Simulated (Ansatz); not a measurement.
# Sn4P: properties of a relaxed candidate

Aim: for this structure of Sn4P, see whether it has a gap, which orbitals make up the states near it and how charge is shared.

Method: DFT PBE, scalar-relativistic, plane waves, PAW, in Ansatz 0.2.0.

## (1) Starting point

Symmetry: Im-3m, No. 229, cubic system. The conventional cell has a = 6.616 Å, b = 6.616 Å, c = 6.616 Å, α = 90.00°, β = 90.00°, γ = 90.00°. Sn (site symmetry -3m) is surrounded by 2 P at 2.86 Å. P (site symmetry m-3m) has 8 Sn at 2.86 Å in its first shell of neighbours.

Structure file:

```cif
data_structure
_symmetry_space_group_name_H-M 'P 1'
_symmetry_Int_Tables_number 1
_cell_length_a 5.7296
_cell_length_b 5.7296
_cell_length_c 5.7296
_cell_angle_alpha 109.471
_cell_angle_beta 109.471
_cell_angle_gamma 109.471
_cell_volume 144.79
loop_
_atom_site_label
_atom_site_type_symbol
_atom_site_fract_x
_atom_site_fract_y
_atom_site_fract_z
_atom_site_occupancy
Sn1 Sn 0.00000 0.00000 0.50000 1
Sn2 Sn 0.50000 0.00000 0.00000 1
Sn3 Sn 0.50000 0.50000 0.50000 1
Sn4 Sn 0.00000 0.50000 0.00000 1
P1 P 0.00000 0.00000 0.00000 1
```

It is the end of an earlier relaxation with the same method, from a database cell with other species swapped in; it needn't be the stable form of this composition. At a tolerance of 0.05 Å it has space group Im-3m (No. 229); it has 28.96 Å³/atom, an uncorrected energy of +0.24 eV/atom over the elements.

## (2) Bands, states and charges

File input.yaml:

```yaml
crystal:
  lattice:
    - [-3.3079640244, 3.3079640244, 3.3079640244]
    - [3.3079640244, -3.3079640244, 3.3079640244]
    - [3.3079640244, 3.3079640244, -3.3079640244]
  atoms:
    - { symbol: Sn, position: [0.0, 0.0, 0.5] }
    - { symbol: Sn, position: [0.5, 0.0, 0.0] }
    - { symbol: Sn, position: [0.5, 0.5, 0.5] }
    - { symbol: Sn, position: [0.0, 0.5, 0.0] }
    - { symbol: P, position: [0.0, 0.0, 0.0] }
basis:
  ecutwfc: 420
kpoints:
  mp_grid: { grid: [8, 8, 8] }
  band_path:
    path:
      - [[0.0, 0.0, 0.0], [0.5, -0.5, 0.5], [0.0, 0.0, 0.5], [0.0, 0.0, 0.0], [0.25, 0.25, 0.25], [0.5, -0.5, 0.5]]
      - [[0.25, 0.25, 0.25], [0.0, 0.0, 0.5]]
    npoints: 14
hamiltonian:
  xc: pbe
scf:
  occupations: { method: gaussian, width: 0.1 }
  n_extra_bands: 12
output:
  forces: true
  stress: true
  eigenvalues: true
  populations: true
  dos: { projected: true, de: 0.02, nscf_kmesh: { grid: [10, 10, 10] } }
  bader: true
  write_density: true
  write_potential: true
  elf: true
  volumetric_format: npy
```

On the command line:

```sh
$ ansatz run input.yaml --threads 1 --pin off --max-ram 2560MiB --backend cpu --events-out ev --progress --plain --runs-dir out
```

Output:

```text
Warning: RAYON_NUM_THREADS=1 ignored (pool sized by the plan → 1); use --threads N
scf.n_extra_bands = 12 over 31 filled bands (N_el = 61.0): the run solves 43 bands
Engine: ansatz 0.2.0, x86_64-unknown-linux-gnu
Pseudopotentials: kind: paw
Pseudopotential: Sn, paw, valence charge 14, recommended cutoff 420 eV (normal), Sn.paw.azcp
Pseudopotential: P, paw, valence charge 5, recommended cutoff 420 eV (normal), P.paw.azcp
Functional definition: PBE
  parameter kappa = 0.804
  parameter beta = 0.06672455060314922
  exchange = pbe_x(kappa = kappa, mu = beta*pi^2/3)
  correlation = pbe_c(beta = beta)
Crystal: 5 atoms, lattice volume = 144.791 Å³
Basis set: ecut = 420 eV, 2899 PW (Γ), exchange–correlation on 80×80×80 points (8 copies of the dense FFT grid, shifted against one another)
Bands: 43, of which v1, the nominal top of the filled ones, is band 31 counted from 1 (30 counted from 0)
Symmetry: 48 space group operations
Space group: Im-3m (ITA 229), of the structure as read, at distance tolerance 5.3e-5 Å
k-points: 29 of 512
Non-local potential: Sn, projectors of the file, l = 0: 2, l = 1: 2, l = 2: 2, l = 3: 2
Non-local potential: P, projectors of the file, l = 0: 2, l = 1: 2, l = 2: 2
PAW form: soft (Blöchl's): semilocal exchange-correlation on the pseudo side does not see the compensation charge
PAW one-centre angular grid: Sn, 590 points (default); XC on 64 Gauss nodes
PAW one-centre angular grid: P, 110 points (default); XC on 64 Gauss nodes
Initial density: superposition of atomic densities (neutral atoms: chi_scale 0, normalization atom), corrected by the library's trained network
Initial wavefunctions: pseudopotential atomic-orbital guess
Functional: x = pbe(κ = 0.804, μ = 0.2195149727645171), c = pbe(β = 0.06672455060314922)
SCF iter   1: F=—  HF=-24851.335963 eV  |F-HF|=—  |Δ(HF+E_count)|=         —  Δρ=8.41e-4  dr2=1.32e-3  ethr=1.77e-3  ⟨swp⟩=9.0  Hψ=6149  notcnv=0  defer=25
preconditioner: auto → Kerker (q_TF=auto, 2.362 Å⁻¹)  [metal: Δε(μ)=0.010 eV  Ē_g=19.745 eV  σ=0.100 eV  W_gap=0.05  n_scr=42 (ndim 8)  ℏωp=24.1 eV  f_vac=0.008  D(μ)=5.10/eV (n_scr^D=42)]
SCF iter   2: F=—  HF=-24851.333393 eV  |F-HF|=—  |Δ(HF+E_count)|=   2.57e-3  Δρ=7.58e-4  dr2=5.40e-4  ethr=2.16e-6  ⟨swp⟩=2.8  Hψ=2452  notcnv=0  defer=32
SCF iter   3: F=—  HF=-24851.333365 eV  |F-HF|=—  |Δ(HF+E_count)|=   2.79e-5  Δρ=4.68e-4  dr2=2.28e-4  ethr=8.84e-7  ⟨swp⟩=2.0  Hψ=1942  notcnv=0  defer=32
SCF iter   4: F=—  HF=-24851.333408 eV  |F-HF|=—  |Δ(HF+E_count)|=   4.31e-5  Δρ=2.00e-4  dr2=6.01e-5  ethr=3.73e-7  ⟨swp⟩=2.5  Hψ=1942  notcnv=0  defer=32
SCF iter   5: F=—  HF=-24851.333448 eV  |F-HF|=—  |Δ(HF+E_count)|=   3.98e-5  Δρ=1.12e-4  dr2=1.44e-5  ethr=9.85e-8  ⟨swp⟩=2.0  Hψ=1971  notcnv=0  defer=32
SCF iter   6: F=—  HF=-24851.333442 eV  |F-HF|=—  |Δ(HF+E_count)|=   6.03e-6  Δρ=4.59e-5  dr2=2.78e-6  ethr=2.36e-8  ⟨swp⟩=2.0  Hψ=1624  notcnv=0  defer=32
SCF iter   7: F=-24851.333441 eV  HF=-24851.333441 eV  |F-HF|=2.20e-8  |Δ(HF+E_count)|=   1.16e-6  Δρ=3.98e-6  dr2=2.65e-8  ethr=1.64e-10  ⟨swp⟩=17.0  Hψ=11024  notcnv=0
SCF 1 converged in 7 iterations: F = -24851.333441 eV  dr2 = 2.65e-8
NSCF: frozen V_eff on 86 k-points
NSCF: frozen V_eff on 47 k-points
SCF converged after 7 iterations
Free energy (F): -24851.333441 eV
Harris-Foulkes:  -24851.333441 eV  (|F-HF|=2.20e-8)
Internal energy: -24851.307879 eV  (E = F + TS)
E sigma→0 (E₀):  -24851.320660 eV
Entropy (-TS):   -0.025562 eV (-5.112 meV/atom)
Fermi energy:    8.516855 eV
--- Per-component energies (eV) ---
  E_band       = -434.362072
  E_kinetic    = 811.101933
  E_local      = -4075.840952  (includes V_loc(G=0)·N_el)
  E_nonlocal   = -96.677882
  E_hartree    = 2394.558926
  E_xc         = -1590.998472
  E_vxc        = -443.256909  (∫ρ·V_xc dr)
  E_paw        = -17108.559191  (= ΣΔE_a)
  E_vpaw       = -1418.814553  (= ΣTr[D̂ρ^β])
  E_aug_tail   = 0.000002  (compensation charges beyond the density's cutoff)
  E_ewald      = -5184.892243
  E_smearing   = -0.025562  (= −TS)
  E_closure    = 0.000000  (closes the sum)
  Σ components = -24851.333441   (vs F -24851.333441, Δ=0.00e0)
--- Forces (eV/Å), atoms counted from 1 ---
  atom   1  Sn     0.00000000     0.00000000    -0.00000000
  atom   2  Sn     0.00000000    -0.00000000     0.00000000
  atom   3  Sn     0.00000000    -0.00000000     0.00000000
  atom   4  Sn     0.00000000     0.00000000     0.00000000
  atom   5  P     -0.00000000     0.00000000     0.00000000
  max |Σ_I F_I| component: 7.45e-29 eV/Å
--- Stress (GPa, compression-positive) ---
       -0.001750       0.000000      -0.000000
       -0.000000      -0.001750      -0.000000
        0.000000       0.000000      -0.001750
  P = ⅓ Tr σ = -0.0017 GPa (-0.017 kbar)
--- Band table (eV; the first three rows and the last of 29) ---
  k-point 0: bands = ["-13.0063", "-13.0063", "-12.9745", "-12.9220", "-12.9220", "-12.9186", "-12.9186", "-12.9186", "-12.8664", "-12.8664", "-12.8664", "-12.8529", "-12.8529", "-12.8529", "-12.8128", "-12.8128", "-12.8128", "-12.7435", "-12.7435", "-12.7435", "-3.3262", "1.8984", "3.1477", "3.1477", "3.1477", "3.8200", "3.8200", "3.8200", "6.6864", "6.6864", "6.6864", "11.0668", "11.0668", "11.1571", "11.1571", "11.1571", "14.9890", "14.9890", "15.1283", "15.3046", "15.3046", "15.3046", "15.7871"]
  k-point 1: bands = ["-13.0027", "-12.9969", "-12.9693", "-12.9217", "-12.9193", "-12.9179", "-12.9136", "-12.9135", "-12.8696", "-12.8663", "-12.8659", "-12.8555", "-12.8524", "-12.8523", "-12.8167", "-12.8146", "-12.8145", "-12.7540", "-12.7486", "-12.7486", "-3.2613", "1.5614", "2.6680", "2.6940", "3.0203", "3.8437", "4.5073", "4.6522", "6.7099", "6.7644", "7.0319", "10.6604", "10.6985", "11.2193", "11.3160", "11.4522", "14.3761", "14.5610", "14.7759", "15.1854", "15.5158", "15.8013", "15.8745"]
  k-point 2: bands = ["-12.9926", "-12.9699", "-12.9549", "-12.9307", "-12.9115", "-12.9060", "-12.9000", "-12.8995", "-12.8790", "-12.8666", "-12.8653", "-12.8630", "-12.8498", "-12.8494", "-12.8280", "-12.8196", "-12.8191", "-12.7838", "-12.7626", "-12.7625", "-3.0836", "0.8133", "2.1597", "2.4108", "2.7653", "3.8968", "5.6272", "5.7966", "6.8266", "7.0939", "7.9357", "9.7191", "9.7752", "11.2370", "12.0072", "12.4198", "12.9716", "13.1126", "14.2894", "14.6941", "15.1758", "15.4226", "15.6690"]
  k-point 28: bands = ["-12.9970", "-12.9970", "-12.9970", "-12.9301", "-12.9301", "-12.9301", "-12.8704", "-12.8704", "-12.8704", "-12.8582", "-12.8582", "-12.8582", "-12.8426", "-12.8426", "-12.8426", "-12.8178", "-12.8053", "-12.8053", "-12.7402", "-12.7402", "-2.3364", "0.4240", "0.4240", "0.4240", "4.7043", "4.7043", "5.7957", "7.9288", "7.9288", "7.9288", "8.5128", "8.5128", "8.5128", "9.2742", "13.4882", "13.4882", "13.4882", "14.5738", "14.5738", "14.5738", "15.9474", "15.9474", "15.9474"]
--- Löwdin populations: 5 sites ---
  site symbol       q [e]
     0     Sn     13.8948
     1     Sn     13.8948
     2     Sn     13.8948
     3     Sn     13.8948
     4      P      5.2150
  spilling = 0.003372 (of n_electrons = 61.000000)
--- Bader charges: 5 sites ---
  site symbol  charge [e]  shift [e]
     0     Sn      0.2222     0.0000
     1     Sn      0.2222     0.0000
     2     Sn      0.2222     0.0000
     3     Sn      0.2222     0.0000
     4      P     -0.8887     0.0000
  estimated error of the sums over rays = 1.3e-4 e
```

Wall time 32 s (1 thread of Intel Xeon 6975P-C (Granite Rapids), shared host); peak memory 0.61 GiB.

Per atom:

```
atom  Löwdin electrons  Bader charge (e)  Bader volume (Å³)
 Sn1             13.89             +0.22               30.6
 Sn2             13.89             +0.22               30.6
 Sn3             13.89             +0.22               30.6
 Sn4             13.89             +0.22               30.6
  P5              5.21             -0.89               22.2
```

The Löwdin counts miss 0.21 of the 61 electrons, which the atomic orbitals do not span, so they are no charges.

From bands.tsv, the levels nearest the Fermi level at the path's corners, in eV from the Fermi level:

| point | band 28 | band 29 | band 30 | band 31 | band 32 | band 33 | band 34 | band 35 |
| --- | --- | --- | --- | --- | --- | --- | --- | --- |
| Γ | -4.70 | -1.83 | -1.83 | -1.83 | 2.55 | 2.55 | 2.64 | 2.64 |
| H | -0.59 | -0.59 | -0.59 | 0.00 | 0.00 | 0.00 | 0.76 | 4.97 |
| N | -1.18 | -0.71 | -0.32 | -0.11 | 0.69 | 0.95 | 1.42 | 1.91 |
| Γ | -4.70 | -1.83 | -1.83 | -1.83 | 2.55 | 2.55 | 2.64 | 2.64 |
| P | -2.33 | 0.50 | 0.50 | 0.83 | 0.83 | 0.83 | 1.33 | 1.33 |
| H | -0.59 | -0.59 | -0.59 | 0.00 | 0.00 | 0.00 | 0.76 | 4.97 |
| P | -2.33 | 0.50 | 0.50 | 0.83 | 0.83 | 0.83 | 1.33 | 1.33 |
| N | -1.18 | -0.71 | -0.32 | -0.11 | 0.69 | 0.95 | 1.42 | 1.91 |

States per cell in windows of 1 eV, from dos.tsv and pdos.tsv (zero at the Fermi level):

```
from  to  total  Sn 5s  Sn 5p  P 3p
  -8  -7   2.24   1.36   0.40  0.36
  -7  -6   2.08   1.31   0.38  0.21
  -6  -5   1.64   1.10   0.28  0.13
  -5  -4   0.94   0.30   0.35  0.27
  -4  -3   1.92   0.32   0.99  0.53
  -3  -2   2.51   0.29   1.59  0.53
  -2  -1   2.97   0.36   1.97  0.54
  -1   0   2.87   0.38   1.79  0.60
   0   1   3.11   0.32   2.22  0.44
   1   2   2.50   0.20   1.87  0.25
   2   3   2.98   0.22   2.10  0.34
   3   4   3.18   0.18   1.97  0.26
   4   5   3.67   0.11   2.25  0.30
   5   6   3.68   0.05   2.01  0.35
```

Below -8 eV lie 44 or so more states.

Axes a, b and c in the maps are those of this run's conventional cell (a, b, c = 6.616, 6.616, 6.616 Å).

Density in a lattice plane of the grid's cell (edges 6.62 and 6.62 Å, at 0.250 of the third edge), which holds Sn.

Ten even steps from '0' (0.05 e/Å³) to '9' (14.38 e/Å³):
```
000000000000000000000000
000000000000000000000000
000001110000000001110000
000014641000000014641000
000027972000000027972000
000014641000000014641000
000001110000000001110000
000000000000000000000000
000000000000000000000000
000000000000000000000000
000000000000000000000000
000000000000000000000000
000001110000000001110000
000014641000000014641000
000027972000000027972000
000014641000000014641000
000001110000000001110000
000000000000000000000000
000000000000000000000000
000000000000000000000000
```
Columns run along the first of these edges and rows up along the second, over one cell in 24 and 20 even steps from the bottom left corner. Atoms in the plane (fractional): Sn at (0.25, 0.75), Sn at (0.75, 0.25), Sn at (0.25, 0.25), Sn at (0.75, 0.75).

ELF in the same plane.

Values, 12 rows by 12 columns:
```
0.19 0.24 0.31 0.34 0.38 0.39 0.24 0.39 0.38 0.34 0.31 0.24
0.26 0.31 0.29 0.13 0.29 0.38 0.36 0.38 0.29 0.13 0.29 0.31
0.35 0.34 0.13 0.00 0.13 0.34 0.35 0.34 0.13 0.00 0.13 0.34
0.36 0.38 0.29 0.13 0.29 0.31 0.26 0.31 0.29 0.13 0.29 0.38
0.24 0.39 0.38 0.34 0.31 0.24 0.19 0.24 0.31 0.34 0.38 0.39
0.13 0.24 0.36 0.35 0.26 0.19 0.20 0.19 0.26 0.35 0.36 0.24
0.24 0.39 0.38 0.34 0.31 0.24 0.19 0.24 0.31 0.34 0.38 0.39
0.36 0.38 0.29 0.13 0.29 0.31 0.26 0.31 0.29 0.13 0.29 0.38
0.35 0.34 0.13 0.00 0.13 0.34 0.35 0.34 0.13 0.00 0.13 0.34
0.26 0.31 0.29 0.13 0.29 0.38 0.36 0.38 0.29 0.13 0.29 0.31
0.19 0.24 0.31 0.34 0.38 0.39 0.24 0.39 0.38 0.34 0.31 0.24
0.20 0.19 0.26 0.35 0.36 0.24 0.13 0.24 0.36 0.35 0.26 0.19
```
Columns run along the first of these edges and rows up along the second, over one cell in 12 and 12 even steps from the bottom left corner. Atoms in the plane (fractional): Sn at (0.25, 0.75), Sn at (0.75, 0.25), Sn at (0.25, 0.25), Sn at (0.75, 0.75).

Both are smooth fields of the valence electrons: close to the nuclei they are not physical.

Maxima of ELF outside the ion cores: 0.83 in the shell around P, 0.8 Å from P.

## (3) A further run, with the input changed

File input.yaml:

```yaml
crystal:
  lattice:
    - [-3.3079640244, 3.3079640244, 3.3079640244]
    - [3.3079640244, -3.3079640244, 3.3079640244]
    - [3.3079640244, 3.3079640244, -3.3079640244]
  atoms:
    - { symbol: Sn, position: [0.0, 0.0, 0.5] }
    - { symbol: Sn, position: [0.5, 0.0, 0.0] }
    - { symbol: Sn, position: [0.5, 0.5, 0.5] }
    - { symbol: Sn, position: [0.0, 0.5, 0.0] }
    - { symbol: P, position: [0.0, 0.0, 0.0] }
basis:
  ecutwfc: 420
kpoints:
  mp_grid: { grid: [8, 8, 8] }
hamiltonian:
  xc: pbe
scf:
  occupations: { method: gaussian, width: 0.1 }
  max_iter: 75
output:
  forces: true
  eigenvalues: true
  stress: true
ecutwfc: 0.3
```

On the command line:

```sh
$ ansatz run input.yaml --threads 1 --pin off --max-ram 2560MiB --backend cpu --events-out ev --progress --plain --runs-dir out
```

Output:

```text
Error: YAML parse error: error: line 25 column 1: unknown field `ecutwfc`, expected one of crystal, accuracy, basis, kpoints, hamiltonian, magnetization, projection, total_charge, correlation, batch, efield, external_charges, scf, relax, neb, saddle, md, ramp, phonons, dielectric, real_time, elastic, magnetic_configurations, gw, evaluate, workflow, output, checkpoint, execution
  --> <input>:25:1
   |
23 |   eigenvalues: true
24 |   stress: true
25 | ecutwfc: 0.3
   | ^ unknown field `ecutwfc`, expected one of crystal, accuracy, basis, kpoints, hamiltonian, magnetization, projection, total_charge, correlation, batch, efield, external_charges, scf, relax, neb, saddle, md, ramp, phonons, dielectric, real_time, elastic, magnetic_configurations, gw, evaluate, workflow, output, checkpoint, execution
```

Run time: 0.02 s. Hardware: 1 thread of Intel Xeon 6975P-C (Granite Rapids), shared host; peak memory 0.027 GiB.

## (4) What went wrong

The run ended at the input check. The line that matters: «line 25 column 1: unknown field `ecutwfc`, expected one of crystal, accuracy, basis, kpoints, hamiltonian, magnetization, ...»

Look at the input: ecutwfc is 0.3. A setting was typed under another program's name, or in the wrong section.

The cure: delete ecutwfc.

## (5) Summary of results

| quantity | value |
| --- | --- |
| gap | none (metal) |
| states at the Fermi level | 5.31 per eV per cell |
| Bader charges | Sn +0.22, P -0.89 e |

**Reading.** Bands cross the Fermi level: a metal at this level of theory. Of the projected weight within 0.25 eV of the Fermi level, the largest part is Sn 5p (73 %). Bader charges reach 0.9 e, so charge transfer in this metal is moderate.
